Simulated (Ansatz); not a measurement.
# AlH2Br (SMILES [AlH2][Br]): BCCD(T)/STO-3G

What is the vertical ionisation energy of AlH2Br at BCCD(T)/STO-3G? 

Program for the calculation: Ansatz 0.2.0.

58 further runs of the same task are left out: 7 that didn't finish, 51 set aside as unsound or not needed.

## 1. Starting point

AlH2Br: 4 atoms, total charge 0, spin state singlet. As SMILES, `[AlH2][Br]`. The shape is that of a PBE0-D4/def2-TZVP optimisation.

Bond lengths: Al1–Br2 2.256 Å, Al1–H3 1.576 Å, Al1–H4 1.576 Å. Angles: Br2–Al1–H3 117.6°, Br2–Al1–H4 117.6°, H3–Al1–H4 124.9°.

## 2. A single-point energy at BCCD(T)/STO-3G

Contents of job.yaml:

```yaml
crystal:
  periodic: [false, false, false]
  atoms:
    - {symbol: Al, position_ang: [-0.148300, -0.064700, -0.110300]}
    - {symbol: Br, position_ang: [1.684900, 0.496600, 1.079700]}
    - {symbol: H, position_ang: [-0.561600, -1.584800, -0.139200]}
    - {symbol: H, position_ang: [-0.919700, 1.092700, -0.850400]}
basis:
  gaussian:
    orbitals: STO-3G
correlation:
  method: bccd_t
  frozen_orbitals: {Al: 5, Br: 9, H: 0}
accuracy: high
scf:
  omitted_lower_state_checks: [cluster_reference, increment]
```

Launch:

```
$ ansatz run job.yaml --threads 1 --pin off --max-ram 2610MiB --events-out events.jsonl --progress --plain --runs-dir runs
```

The program printed (excerpt; [...] marks lines left out):

```text
Warning: RAYON_NUM_THREADS=1 ignored (pool sized by the plan → 1); use --threads N
Functional definition: HF
  name "HF"
[...]
413 factors; integrals over basis functions are off by at most 1.5e-8 eV
[...]
mean field -75780.96065073 eV, -2784.8989377344 hartree, gradient 5.6e-8 eV, S^2 0.000000; 0 other end points of the search recorded, 0 dependent functions left out
14 core orbitals not correlated: weight in the atoms' cores, before any rotation towards them, 0.999 or more for the frozen orbitals, at most 0.001 for the correlated occupied ones
reference -75780.96065073 eV, -2784.8989377344 hartree; 11, 11 occupied and 4, 4 virtual orbitals, 413 factors
second order -0.93699251 eV of doubles, -0.00000000 eV of singles
cycle   1  -1.19367878 eV  change   -2.6e-1 eV  update   5.0e-2
[...]
cycle  17  -1.34098611 eV  change    2.0e-9 eV  update   1.9e-9
perturbative correction -0.02452627 eV, -0.0009013237 hartree
Total energy: -75782.32616311 eV, -2784.9491193886 hartree
Checks for a lower state left out: cluster_reference, increment
```

It took 0.34 s on 1 thread of Arm Neoverse V1, shared host.

## 3. The doublet cation, same level

Contents of molecule.yaml:

```yaml
crystal:
  periodic: [false, false, false]
  atoms:
    - {symbol: Al, position_ang: [-0.148300, -0.064700, -0.110300]}
    - {symbol: Br, position_ang: [1.684900, 0.496600, 1.079700]}
    - {symbol: H, position_ang: [-0.561600, -1.584800, -0.139200]}
    - {symbol: H, position_ang: [-0.919700, 1.092700, -0.850400]}
basis:
  gaussian: {orbitals: STO-3G}
magnetization: {spin_polarized: true, initial_magnetization: 1}
total_charge: 1
scf: {omitted_lower_state_checks: [cluster_reference, increment]}
correlation: {method: bccd_t, frozen_orbitals: {Al: 5, Br: 9, H: 0}}
accuracy: high
```

Launch:

```
$ ansatz run molecule.yaml --threads 1 --pin off --max-ram 2610MiB --events-out events.jsonl --progress --plain --runs-dir runs
```

The program printed (excerpt; [...] marks lines left out):

```text
Warning: RAYON_NUM_THREADS=1 ignored (pool sized by the plan → 1); use --threads N
[... 2 set-up lines as earlier in the session ...]
[...]
413 factors; integrals over basis functions are off by at most 1.5e-8 eV
[...]
mean field -75773.93362330 eV, -2784.6406992393 hartree, gradient 9.9e-8 eV, S^2 0.751784; 7 other end points of the search recorded, 0 dependent functions left out
14 core orbitals not correlated: weight in the atoms' cores, before any rotation towards them, 0.999 or more for the frozen orbitals, at most 0.001 for the correlated occupied ones
reference -75773.93362330 eV, -2784.6406992393 hartree; 11, 10 occupied and 4, 5 virtual orbitals, 413 factors
second order -0.89968828 eV of doubles, -0.00000000 eV of singles
cycle   1  -1.18420359 eV  change   -2.8e-1 eV  update   5.2e-2
[...]
cycle  24  -1.38195351 eV  change  -5.7e-10 eV  update   2.0e-9
perturbative correction -0.02117420 eV, -0.0007781376 hartree
Total energy: -75775.33675101 eV, -2784.6922632317 hartree
Checks for a lower state left out: cluster_reference, increment
```

It took 1.1 s on 1 thread of Arm Neoverse V1, shared host.

## 4. Summary of results

At BCCD(T)/STO-3G, 14 core orbitals frozen:

```
                                                    quantity           value
                                singlet AlH2Br: total energy  -2784.94912 Eh
singlet AlH2Br: correlation energy (14 core orbitals frozen)       -50.2 mEh
                              singlet AlH2Br: (T) correction       -0.90 mEh
                                doublet cation: total energy  -2784.69226 Eh
doublet cation: correlation energy (14 core orbitals frozen)       -51.6 mEh
                              doublet cation: (T) correction       -0.78 mEh
           doublet cation: ⟨S²⟩ of the reference determinant           0.752
          vertical ionisation energy (to the doublet cation)        6.989 eV
```

**Reading.** Removing an electron at fixed nuclei costs 6.99 eV (674 kJ/mol). In a minimal basis such a difference can be off by several eV, whatever the method. The triples (singlet AlH2Br) make up 1.8 % of the correlation energy. The triples (doublet cation) make up 1.5 % of the correlation energy.
